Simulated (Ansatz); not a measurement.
# CH8N2SSi: the cost of one run

All numbers below are computed with Ansatz 0.2.0 (UKS B3LYP/STO-3G).

## Step 1: The structure to begin with

Bond lengths: Si1–S2 2.524 Å, Si1–C3 1.863 Å, Si1–N5 1.710 Å, Si1–N6 1.713 Å, S2–H7 1.327 Å, C3–H8 1.082 Å, C3–H9 1.082 Å, N5–H10 1.007 Å, N5–H11 1.008 Å, N6–H12 1.008 Å, N6–H13 1.007 Å. Angles (14 of 16 angles, heavy atoms first): S2–Si1–C3 80.7°, S2–Si1–N5 109.2°, S2–Si1–N6 109.6°, C3–Si1–N5 123.6°, C3–Si1–N6 121.9°, N5–Si1–N6 107.0°, Si1–S2–H7 93.5°, Si1–C3–H8 116.3°, Si1–C3–H9 116.5°, Si1–N5–H10 120.9°, Si1–N5–H11 121.0°, Si1–N6–H12 119.7°, Si1–N6–H13 117.2°, H8–C3–H9 110.0°.

Coordinates:

```xyz
13

Si   -0.2513   -0.0640   -0.2414
S     1.0601   -0.7542    1.8015
C     1.3425    0.8372   -0.5881
H     1.8730    0.2808    0.5679
N    -1.6904    0.7163    0.2516
N    -0.7156   -1.4571   -1.1244
H     0.7808    0.3652    2.4578
H     1.3064    1.9171   -0.5285
H     1.8859    0.5339   -1.4737
H    -1.6658    1.4764    0.9113
H    -2.5634    0.2151    0.2944
H    -1.3736   -2.1063   -0.7228
H     0.0115   -1.9604   -1.6057
```

## Step 2: Run 1

150 steps of 0.5 fs at constant energy, with velocities drawn for 1000 K.

Contents of input.yaml:

```yaml
crystal:
  periodic: [false, false, false]
  atoms:
    - { symbol: Si, position_ang: [-0.2513, -0.064, -0.2414] }
    - { symbol: S, position_ang: [1.0601, -0.7542, 1.8015] }
    - { symbol: C, position_ang: [1.3425, 0.8372, -0.5881] }
    - { symbol: H, position_ang: [1.873, 0.2808, 0.5679] }
    - { symbol: "N", position_ang: [-1.6904, 0.7163, 0.2516] }
    - { symbol: "N", position_ang: [-0.7156, -1.4571, -1.1244] }
    - { symbol: H, position_ang: [0.7808, 0.3652, 2.4578] }
    - { symbol: H, position_ang: [1.3064, 1.9171, -0.5285] }
    - { symbol: H, position_ang: [1.8859, 0.5339, -1.4737] }
    - { symbol: H, position_ang: [-1.6658, 1.4764, 0.9113] }
    - { symbol: H, position_ang: [-2.5634, 0.2151, 0.2944] }
    - { symbol: H, position_ang: [-1.3736, -2.1063, -0.7228] }
    - { symbol: H, position_ang: [0.0115, -1.9604, -1.6057] }
magnetization:
  spin_polarized: true
basis:
  gaussian: { orbitals: STO-3G }
hamiltonian:
  xc: b3lyp
md:
  timestep: 0.5
  n_steps: 150
  ensemble: nve
  temperature: 1000.0
  initial_velocities: maxwell_boltzmann
  seed: 273805
```

On the command line:

```sh
> ansatz run input.yaml --threads 1 --pin off --max-ram 2048MiB --backend cpu --events-out ev --progress --plain --runs-dir out
```

What time and memory should one allow on 1 thread of Arm Neoverse V2, shared host?

About 10 min, with a peak of 0.15 GiB.
